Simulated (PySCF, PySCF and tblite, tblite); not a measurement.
# C4H5FO2: telling isomers apart by computed NMR, part 2 of 3

PySCF and tblite. Atoms count from 0. The steps go on from the part before.

### Step 9. The ensemble, isomer A: properties at PBE0/pcSseg-1

The job: settings as JSON, then the geometry in Å.

```
{"job": {"study": "conf", "smiles": "COC(=O)/C=C/F", "search": {"seed": 3564, "n_embed": 90, "ff_keep": 18, "window": 2.5, "nmax": 6, "temps": [250, 298.15, 350], "t_ref": 298.15, "order": 0.001}, "level": {"nmr": {"xc": "PBE0", "basis": "pcSseg-1"}, "sp": {"xc": "TPSS", "basis": "def2-TZVP"}, "j": {"xc": "B3LYP", "basis": {"default": "6-31G*", "H": "pcJ-1", "F": "pcJ-1"}, "nuclei": ["H", "F", "P", "Si", "B"]}}, "kind": "conf"}, "charge": 0, "multiplicity": 1}
C     -2.294100    -0.076544     0.019085
O     -0.993447    -0.574155     0.300036
C      0.028376     0.189085    -0.104698
O     -0.103712     1.241875    -0.676380
C      1.317334    -0.437345     0.246150
C      2.456060     0.163188    -0.068698
F      3.642322    -0.360102     0.225481
H     -2.441272     0.891898     0.501362
H     -2.428483     0.044803    -1.057627
H     -2.991866    -0.811017     0.412332
H      1.283703    -1.385041     0.758808
H      2.526283     1.112669    -0.581880
```

The program printed:

```text
conformer  sym    E(xTB)   E(DFT)   G(298.15 K)  weight  dipole/D
    1     Cs      0.000    0.000    0.000   0.6218    1.491
    2     Cs      0.873    0.378    0.295   0.3782    2.285

mean shielding (ppm) by class
class atoms           250 K   298.15 K      350 K
  0 C  0            133.083    133.084    133.086
  1 O  1            149.908    150.531    151.026
  2 C  2             14.949     15.007     15.054
  3 O  3            -84.358    -85.741    -86.839
  4 C  4             74.688     74.645      74.61
  5 C  5             10.875     10.898     10.917
  6 F  6              274.2    274.136    274.085
  7 H  7,8,9         27.791     27.791     27.791
  8 H  10             25.86      25.86     25.861
  9 H  11            23.803     23.807      23.81
```

It took 2.1 min on 1 thread of Arm Neoverse V1, shared host. This counts the runs that the step sums up.

The search (ETKDG, MMFF94s, GFN2-xTB) embedded 90 structures, kept 2 distinct ones after the force field and 2 after xTB; 2 were carried on (window 2.5 kcal/mol at the search's own energies). Energies: TPSS/def2-TZVP with D3(BJ).

Conformer by conformer (298 K):

| no. | group | mirror pair | ΔE xTB | ΔE DFT | ΔG | weight (%) | μ (D) | C0–O1–C2–O3 (°) | O1–C2–C4–C5 (°) | A, B, C (GHz) |
| --- | --- | --- | --- | --- | --- | --- | --- | --- | --- | --- |
| 1 | Cs | no | 0.00 | 0.00 | 0.00 | 62.2 | 1.49 | 0 | -180 | 9.74, 1.22, 1.09 |
| 2 | Cs | no | 0.87 | 0.38 | 0.29 | 37.8 | 2.29 | 0 | 0 | 6.60, 1.39, 1.16 |

Energies in kcal/mol. ΔG holds xTB vibrations and rotation, symmetry numbers and mirror pairs.

Weights (%) by temperature:

```
no.  250 K  298 K  350 K
  1   65.0   62.2   59.9
  2   35.0   37.8   40.1
```

How the weights hang on the way they are made:

```
                                  scheme    1    2  mean μ (D)
                         DFT free energy   62   38        1.79
            DFT energy, symmetry counted   65   35        1.76
                        DFT energy alone   65   35        1.76
            xTB energy, symmetry counted   81   19        1.64
                         xTB free energy   79   21        1.66
                   lowest conformer only  100    0        1.49
                           equal weights   50   50        1.89
conformers found from three starts alone    0  100        2.29
```

Shifts against references run at the same level (¹³C TMS 186.9, ¹⁷O H2O 336.1, ¹⁹F CFCl3 170.9, ¹H TMS 31.72 ppm of shielding), by class of atoms, at 298 K:

```csv
atoms,environment,no. 1,no. 2,average
C5,β carbon of a C=C–C=O unit,176.3,175.5,176.0
C2,ester carbonyl carbon,172.7,170.6,171.9
C4,α carbon of a C=C–C=O unit,111.7,113.2,112.3
C0,methyl carbon bonded to O,53.9,53.8,53.8
H11,hydrogen on a β carbon of a C=C–C=O unit,7.96,7.83,7.91
H10,hydrogen on an α carbon of a C=C–C=O unit,5.86,5.84,5.86
"H7, H8, H9",hydrogen on a methyl carbon bonded to O,3.93,3.93,3.93
O3,ester carbonyl oxygen,403.3,452.3,421.8
O1,ester alkoxy oxygen,193.9,171.8,185.5
F6,vinylic fluorine,-104.0,-101.8,-103.2
```

Couplings (Hz, B3LYP/pcJ-1+6-31G*; one pair named for each class), from conformers that hold 100 % of the weight:

```
   pair  bonds  no. 1  no. 2  average
 F6–H11      2   86.5   87.0     86.7
  H7–H8      2  -11.8  -11.7    -11.7
 F6–H10      3   14.1   15.0     14.4
H10–H11      3   11.2   11.3     11.2
```

Effective distances for nuclear Overhauser effects, ⟨r⁻⁶⟩^(−1/6) over all pairs of two classes (Å): H10···H11 3.09.

### Step 10. GFN2-xTB relaxation, isomer B, conformer 1

The job: settings as JSON, then the geometry in Å.

```
{"job": {"xc": "GFN2-xTB", "basis": "xTB", "kind": "relax"}, "charge": 0, "multiplicity": 1}
C      2.007100     0.477900    -0.432900
O      0.619700     0.455300    -0.056300
C     -0.025900    -0.667100    -0.428700
O      0.441300    -1.592900    -1.065900
C     -1.449800    -0.663200    -0.011000
C     -2.076200     0.299600     0.659700
F     -1.475900     1.435900     1.072500
H      2.437500     1.422900    -0.067800
H      2.548600    -0.353900     0.026900
H      2.087600     0.451200    -1.517800
H     -1.998600    -1.549800    -0.320300
H     -3.114100     0.283400     0.960200
```

The program printed:

```text
step      E/eV     max force
  0    -651.60752    1.186
  1    -651.64277    0.798
  2    -651.65119    0.433
  3    -651.65610    0.223
  4    -651.65937    0.179
  5    -651.66260    0.180
  6    -651.66407    0.128
  7    -651.66453    0.065
  8    -651.66474    0.041
  9    -651.66490    0.045
 10    -651.66499    0.036
 11    -651.66499    0.036
 12    -651.66502    0.025
 13    -651.66507    0.019
 14    -651.66510    0.018
 15    -651.66513    0.027
 16    -651.66516    0.023
 17    -651.66519    0.012
 18    -651.66520    0.008
 19    -651.66520    0.006
 20    -651.66521    0.007
 21    -651.66522    0.007
 22    -651.66522    0.006
 23    -651.66522    0.004
 24    -651.66522    0.003
```

It took 0.1 s on 1 thread of Arm Neoverse V1, shared host.

Gain 0.058 eV; displacement 0.03 Å root mean square.

**GFN2-xTB relaxation, isomer B, conformer 2**

The job: settings as JSON, then the geometry in Å.

```
{"job": {"xc": "GFN2-xTB", "basis": "xTB", "kind": "relax"}, "charge": 0, "multiplicity": 1}
C      2.264900    -0.129500    -0.171600
O      1.046100    -0.150700     0.585600
C     -0.061900     0.034100    -0.142800
O     -0.116100     0.229800    -1.357600
C     -1.221600    -0.020000     0.782300
C     -2.478300     0.135700     0.347000
F     -2.798600     0.357000    -0.940100
H      2.390300     0.854400    -0.644400
H      3.100000    -0.293400     0.512800
H      2.251600    -0.928700    -0.912300
H     -1.012900    -0.193200     1.820600
H     -3.362200     0.103800     0.969900
```

The program printed:

```text
step      E/eV     max force
  0    -651.56008    2.425
  1    -651.59429    2.558
  2    -651.63063    0.376
  3    -651.63555    0.226
  4    -651.64097    0.200
  5    -651.64389    0.161
  6    -651.64695    0.100
  7    -651.64748    0.080
  8    -651.64791    0.060
  9    -651.64819    0.052
 10    -651.64838    0.051
 11    -651.64855    0.037
 12    -651.64855    0.037
 13    -651.64864    0.035
 14    -651.64884    0.035
 15    -651.64889    0.044
 16    -651.64898    0.040
 17    -651.64915    0.029
 18    -651.64923    0.032
 19    -651.64935    0.031
 20    -651.64941    0.033
 21    -651.64947    0.030
 22    -651.64953    0.029
 23    -651.64960    0.026
 24    -651.64965    0.019
 25    -651.64969    0.016
 26    -651.64972    0.023
 27    -651.64975    0.024
 28    -651.64979    0.019
 29    -651.64983    0.014
 30    -651.64987    0.014
 31    -651.64989    0.012
 32    -651.64990    0.006
 33    -651.64990    0.004
```

It took 0.14 s on 1 thread of Arm Neoverse V1, shared host.

Gain 0.090 eV; displacement 0.04 Å root mean square.

### Step 11. Shieldings, isomer B, conformer 1: PBE0/pcSseg-1

The job: settings as JSON, then the geometry in Å.

```
{"job": {"xc": "PBE0", "basis": "pcSseg-1", "kind": "nmr", "pop": false}, "charge": 0, "multiplicity": 1}
C      2.006717     0.479858    -0.433614
O      0.639068     0.428309    -0.060760
C     -0.029997    -0.663313    -0.435705
O      0.462240    -1.573422    -1.055684
C     -1.448990    -0.650738    -0.012595
C     -2.067285     0.308006     0.664262
F     -1.488070     1.429928     1.074029
H      2.387572     1.424289    -0.054366
H      2.551178    -0.359679     0.004108
H      2.106049     0.432433    -1.520203
H     -2.006575    -1.526891    -0.302280
H     -3.110707     0.270534     0.951406
```

The program printed:

```text
coarse grid: 10704 points
cycle   1  E = -404.9914333969  dE =  1.190e+00  |g| = 9.459e-01  |ddm| = 3.093e+00
cycle   2  E = -404.6066839441  dE =  3.847e-01  |g| = 1.702e+00  |ddm| = 2.066e+00
cycle   3  E = -405.1395369112  dE = -5.329e-01  |g| = 3.063e-01  |ddm| = 1.591e+00
cycle   4  E = -405.1559535485  dE = -1.642e-02  |g| = 9.536e-02  |ddm| = 2.586e-01
cycle   5  E = -405.1574015680  dE = -1.448e-03  |g| = 2.038e-02  |ddm| = 5.584e-02
cycle   6  E = -405.1574882014  dE = -8.663e-05  |g| = 6.077e-03  |ddm| = 1.844e-02
cycle   7  E = -405.1574953035  dE = -7.102e-06  |g| = 2.465e-03  |ddm| = 5.719e-03
final grid: 105712 points
cycle   8  E = -405.2254835779  dE = -1.346e-05  |g| = 1.402e-02  |ddm| = 2.277e-02
cycle   9  E = -405.2254244140  dE =  5.916e-05  |g| = 2.289e-02  |ddm| = 2.363e-02
cycle  10  E = -405.2255184432  dE = -9.403e-05  |g| = 2.501e-03  |ddm| = 1.568e-02
cycle  11  E = -405.2255195480  dE = -1.105e-06  |g| = 4.630e-04  |ddm| = 1.642e-03
cycle  12  E = -405.2255195836  dE = -3.562e-08  |g| = 1.536e-04  |ddm| = 4.048e-04
cycle  13  E = -405.2255195880  dE = -4.394e-09  |g| = 5.583e-05  |ddm| = 1.577e-04
cycle  14  E = -405.2255195887  dE = -7.379e-10  |g| = 1.139e-05  |ddm| = 5.436e-05
converged SCF energy = -405.2255195887

GIAO shielding tensors (ppm)
atom      isotropic    diamagn.    paramagn.     s11        s22        s33       span
  0 C      133.588     244.058    -110.470    104.294    118.937    177.532     73.238
  1 O      144.985     402.148    -257.163    -44.310    233.390    245.876    290.186
  2 C       16.453     249.669    -233.217    -78.934     55.563     72.730    151.664
  3 O     -113.395     402.949    -516.344   -388.482   -240.238    288.536    677.018
  4 C       75.058     258.167    -183.109    -15.808    106.820    134.162    149.969
  5 C       17.872     243.435    -225.564    -80.257     49.492     84.380    164.637
  6 F      259.084     476.151    -217.068    129.044    205.739    442.468    313.424
  7 H       27.862      28.870      -1.007     23.960     26.617     33.011      9.052
  8 H       27.700      29.011      -1.311     24.037     25.484     33.579      9.542
  9 H       27.693      28.837      -1.144     24.040     25.481     33.558      9.518
 10 H       26.373      30.192      -3.820     24.394     25.971     28.753      4.359
 11 H       24.570      26.743      -2.173     21.733     25.105     26.873      5.140
```

Wall time 11 s (1 thread of Arm Neoverse V1, shared host).

Key values: HOMO -8.17 eV, LUMO -1.24 eV; dipole 1.59 D.

### Step 12. Single-point energy, isomer B, conformer 1: TPSS/def2-TZVP

Changed since step 11:

```diff
@@ -1,2 +1,2 @@
-{"job": {"xc": "PBE0", "basis": "pcSseg-1", "kind": "nmr", "pop": false}, "charge": 0, "multiplicity": 1}
+{"job": {"xc": "TPSS", "basis": "def2-TZVP", "kind": "sp"}, "charge": 0, "multiplicity": 1}
 C      2.006717     0.479858    -0.433614
```

The program printed:

```text
coarse grid: 48744 points
cycle   1  E = -405.7146551130  dE =  1.061e+00  |g| = 1.082e+00  |ddm| = 2.876e+00
cycle   2  E = -404.6939088289  dE =  1.021e+00  |g| = 2.402e+00  |ddm| = 4.637e+00
cycle   3  E = -405.8379811051  dE = -1.144e+00  |g| = 6.343e-01  |ddm| = 4.144e+00
cycle   4  E = -405.9155849152  dE = -7.760e-02  |g| = 1.934e-01  |ddm| = 6.168e-01
cycle   5  E = -405.9206913373  dE = -5.106e-03  |g| = 8.097e-02  |ddm| = 1.491e-01
cycle   6  E = -405.9220900849  dE = -1.399e-03  |g| = 1.792e-02  |ddm| = 5.985e-02
cycle   7  E = -405.9221442158  dE = -5.413e-05  |g| = 1.048e-02  |ddm| = 1.840e-02
cycle   8  E = -405.9221688076  dE = -2.459e-05  |g| = 2.425e-03  |ddm| = 1.014e-02
cycle   9  E = -405.9221701765  dE = -1.369e-06  |g| = 7.397e-04  |ddm| = 3.045e-03
final grid: 105712 points
cycle  10  E = -405.9222165391  dE =  2.351e-07  |g| = 1.408e-03  |ddm| = 4.348e-03
cycle  11  E = -405.9222146703  dE =  1.869e-06  |g| = 3.054e-03  |ddm| = 3.934e-03
cycle  12  E = -405.9222169849  dE = -2.315e-06  |g| = 4.688e-04  |ddm| = 2.767e-03
cycle  13  E = -405.9222170364  dE = -5.147e-08  |g| = 5.355e-05  |ddm| = 4.691e-04
cycle  14  E = -405.9222170369  dE = -4.844e-10  |g| = 2.213e-05  |ddm| = 4.667e-05
converged SCF energy = -405.9222170369
```

Run time: 38 s. Hardware: 1 thread of Arm Neoverse V1, shared host.

This run: HOMO -6.51 eV, LUMO -2.06 eV; dipole 1.64 D.

### Step 13. Shieldings, isomer B, conformer 2: PBE0/pcSseg-1

The job: settings as JSON, then the geometry in Å.

```
{"job": {"xc": "PBE0", "basis": "pcSseg-1", "kind": "nmr", "pop": false}, "charge": 0, "multiplicity": 1}
C      2.275282    -0.128592    -0.167293
O      1.061032    -0.152731     0.567333
C     -0.059725     0.038746    -0.150616
O     -0.065680     0.220837    -1.338435
C     -1.236082    -0.013092     0.744976
C     -2.493248     0.137929     0.346611
F     -2.848797     0.354825    -0.910421
H      2.401064     0.837649    -0.660229
H      3.070987    -0.297314     0.553395
H      2.273350    -0.911185    -0.928862
H     -1.025733    -0.186840     1.786852
H     -3.351251     0.099082     1.006252
```

The program printed:

```text
coarse grid: 10704 points
cycle   1  E = -404.9897764908  dE =  1.187e+00  |g| = 9.462e-01  |ddm| = 3.075e+00
cycle   2  E = -404.6214440392  dE =  3.683e-01  |g| = 1.688e+00  |ddm| = 1.953e+00
cycle   3  E = -405.1401618787  dE = -5.187e-01  |g| = 2.911e-01  |ddm| = 1.460e+00
cycle   4  E = -405.1546029299  dE = -1.444e-02  |g| = 9.744e-02  |ddm| = 2.402e-01
cycle   5  E = -405.1562505195  dE = -1.648e-03  |g| = 1.986e-02  |ddm| = 6.541e-02
cycle   6  E = -405.1563351751  dE = -8.466e-05  |g| = 5.524e-03  |ddm| = 1.979e-02
cycle   7  E = -405.1563406014  dE = -5.426e-06  |g| = 2.256e-03  |ddm| = 5.803e-03
final grid: 105712 points
cycle   8  E = -405.2256977127  dE = -1.937e-05  |g| = 1.283e-02  |ddm| = 2.308e-02
cycle   9  E = -405.2256558420  dE =  4.187e-05  |g| = 1.985e-02  |ddm| = 2.054e-02
cycle  10  E = -405.2257275306  dE = -7.169e-05  |g| = 2.115e-03  |ddm| = 1.337e-02
cycle  11  E = -405.2257283103  dE = -7.797e-07  |g| = 4.608e-04  |ddm| = 1.452e-03
cycle  12  E = -405.2257283473  dE = -3.700e-08  |g| = 1.427e-04  |ddm| = 3.971e-04
cycle  13  E = -405.2257283518  dE = -4.427e-09  |g| = 3.037e-05  |ddm| = 1.197e-04
cycle  14  E = -405.2257283519  dE = -1.754e-10  |g| = 1.240e-05  |ddm| = 3.267e-05
converged SCF energy = -405.2257283519

GIAO shielding tensors (ppm)
atom      isotropic    diamagn.    paramagn.     s11        s22        s33       span
  0 C      133.526     244.107    -110.581    104.253    118.848    177.477     73.223
  1 O      139.936     401.181    -261.245    -37.521    212.120    245.208    282.729
  2 C       17.920     249.720    -231.799    -81.248     62.184     72.826    154.074
  3 O      -98.320     403.417    -501.738   -362.183   -251.748    318.969    681.152
  4 C       76.817     258.674    -181.857    -18.253    108.985    139.718    157.971
  5 C       17.213     242.913    -225.700    -78.705     47.930     82.414    161.119
  6 F      260.295     473.221    -212.926    111.567    207.721    461.599    350.032
  7 H       27.738      28.968      -1.231     24.101     25.688     33.424      9.322
  8 H       28.005      28.177      -0.172     24.345     26.522     33.149      8.805
  9 H       27.736      28.991      -1.256     24.100     25.688     33.419      9.319
 10 H       26.298      31.863      -5.565     24.221     25.094     29.580      5.359
 11 H       24.688      26.794      -2.106     21.600     25.649     26.816      5.215
```

It took 11 s on 1 thread of Arm Neoverse V1, shared host.

Key values: HOMO -8.05 eV, LUMO -1.24 eV; dipole 2.74 D.

### Step 14. Single-point energy, isomer B, conformer 2: TPSS/def2-TZVP

Changed since step 13:

```diff
@@ -1,2 +1,2 @@
-{"job": {"xc": "PBE0", "basis": "pcSseg-1", "kind": "nmr", "pop": false}, "charge": 0, "multiplicity": 1}
+{"job": {"xc": "TPSS", "basis": "def2-TZVP", "kind": "sp"}, "charge": 0, "multiplicity": 1}
 C      2.275282    -0.128592    -0.167293
```

The program printed:

```text
coarse grid: 48744 points
cycle   1  E = -405.7150849931  dE =  1.057e+00  |g| = 1.082e+00  |ddm| = 2.878e+00
cycle   2  E = -404.7703832404  dE =  9.447e-01  |g| = 2.352e+00  |ddm| = 4.815e+00
cycle   3  E = -405.8515156968  dE = -1.081e+00  |g| = 5.928e-01  |ddm| = 4.324e+00
cycle   4  E = -405.9157474644  dE = -6.423e-02  |g| = 1.936e-01  |ddm| = 4.840e-01
cycle   5  E = -405.9211153068  dE = -5.368e-03  |g| = 8.232e-02  |ddm| = 1.621e-01
cycle   6  E = -405.9225509240  dE = -1.436e-03  |g| = 2.736e-02  |ddm| = 9.644e-02
cycle   7  E = -405.9226917624  dE = -1.408e-04  |g| = 1.230e-02  |ddm| = 3.395e-02
cycle   8  E = -405.9227300008  dE = -3.824e-05  |g| = 1.745e-03  |ddm| = 9.833e-03
cycle   9  E = -405.9227305995  dE = -5.987e-07  |g| = 6.157e-04  |ddm| = 2.255e-03
final grid: 105712 points
cycle  10  E = -405.9228176340  dE = -7.543e-09  |g| = 8.510e-04  |ddm| = 3.701e-03
cycle  11  E = -405.9228175062  dE =  1.278e-07  |g| = 1.135e-03  |ddm| = 2.178e-03
cycle  12  E = -405.9228177946  dE = -2.884e-07  |g| = 1.652e-04  |ddm| = 1.242e-03
cycle  13  E = -405.9228177995  dE = -4.877e-09  |g| = 4.838e-05  |ddm| = 1.335e-04
cycle  14  E = -405.9228177999  dE = -4.297e-10  |g| = 6.677e-06  |ddm| = 4.002e-05
converged SCF energy = -405.9228177999
```

It took 37 s on 1 thread of Arm Neoverse V1, shared host.

In short: HOMO -6.41 eV, LUMO -2.06 eV; dipole 2.64 D.

### Step 15. Couplings, isomer B, conformer 1: B3LYP/pcJ-1+6-31G*

The job: settings as JSON, then the geometry in Å.

```
{"job": {"xc": "B3LYP", "basis": {"default": "6-31G*", "H": "pcJ-1", "F": "pcJ-1"}, "nuclei": ["H", "F", "P", "Si", "B"], "kind": "j"}, "charge": 0, "multiplicity": 1}
C      2.006717     0.479858    -0.433614
O      0.639068     0.428309    -0.060760
C     -0.029997    -0.663313    -0.435705
O      0.462240    -1.573422    -1.055684
C     -1.448990    -0.650738    -0.012595
C     -2.067285     0.308006     0.664262
F     -1.488070     1.429928     1.074029
H      2.387572     1.424289    -0.054366
H      2.551178    -0.359679     0.004108
H      2.106049     0.432433    -1.520203
H     -2.006575    -1.526891    -0.302280
H     -3.110707     0.270534     0.951406
```

The program printed:

```text
coarse grid: 10704 points
cycle   1  E = -405.5510938283  dE =  1.173e+00  |g| = 1.010e+00  |ddm| = 3.294e+00
cycle   2  E = -405.0204189044  dE =  5.307e-01  |g| = 1.904e+00  |ddm| = 2.368e+00
cycle   3  E = -405.7165224924  dE = -6.961e-01  |g| = 3.778e-01  |ddm| = 1.858e+00
cycle   4  E = -405.7432850923  dE = -2.676e-02  |g| = 1.127e-01  |ddm| = 3.593e-01
cycle   5  E = -405.7454007305  dE = -2.116e-03  |g| = 2.901e-02  |ddm| = 8.509e-02
cycle   6  E = -405.7455917318  dE = -1.910e-04  |g| = 7.305e-03  |ddm| = 2.800e-02
cycle   7  E = -405.7456017442  dE = -1.001e-05  |g| = 3.586e-03  |ddm| = 8.252e-03
cycle   8  E = -405.7456045498  dE = -2.806e-06  |g| = 8.265e-04  |ddm| = 3.133e-03
final grid: 105712 points
cycle   9  E = -405.7036613252  dE = -5.729e-05  |g| = 6.268e-03  |ddm| = 1.713e-02
cycle  10  E = -405.7036531273  dE =  8.198e-06  |g| = 9.039e-03  |ddm| = 1.082e-02
cycle  11  E = -405.7036695584  dE = -1.643e-05  |g| = 1.835e-03  |ddm| = 7.218e-03
cycle  12  E = -405.7036701633  dE = -6.050e-07  |g| = 4.586e-04  |ddm| = 1.550e-03
cycle  13  E = -405.7036701963  dE = -3.292e-08  |g| = 1.782e-04  |ddm| = 4.365e-04
cycle  14  E = -405.7036702019  dE = -5.687e-09  |g| = 3.426e-05  |ddm| = 1.406e-04
cycle  15  E = -405.7036702022  dE = -2.668e-10  |g| = 7.038e-06  |ddm| = 3.223e-05
converged SCF energy = -405.7036702022

Indirect spin-spin couplings (Hz)
  i      j    bonds     total        FC       PSO       DSO        SD
  6 F    7 H    6      0.610     0.724    -0.098    -0.059     0.042
  6 F    8 H    6      0.212     0.663     0.411    -0.798    -0.064
  6 F    9 H    6      0.203     0.655     0.408    -0.795    -0.065
  6 F   10 H    3     33.703    40.701    -5.621    -2.286     0.909
  6 F   11 H    2     83.757    85.771     2.033    -1.702    -2.346
  7 H    8 H    2    -10.867   -10.224     2.024    -2.667         -
  7 H    9 H    2    -10.892   -10.250     2.022    -2.664         -
  7 H   10 H    5     -0.322     0.180     1.044    -1.546         -
  7 H   11 H    6     -0.370    -0.021     0.818    -1.167         -
  8 H    9 H    2    -13.162   -12.696     1.830    -2.296         -
  8 H   10 H    5     -0.423    -0.026     0.801    -1.197         -
  8 H   11 H    6     -0.601    -0.207     0.826    -1.220         -
  9 H   10 H    5     -0.425    -0.027     0.803    -1.201         -
  9 H   11 H    6     -0.600    -0.205     0.826    -1.221         -
 10 H   11 H    3      6.319     6.623     0.136    -0.439         -
```

Run time: 15 s. Hardware: 1 thread of Arm Neoverse V1, shared host.

In short: HOMO -7.54 eV, LUMO -1.17 eV; dipole 1.45 D.

[end of part 2 of 3]
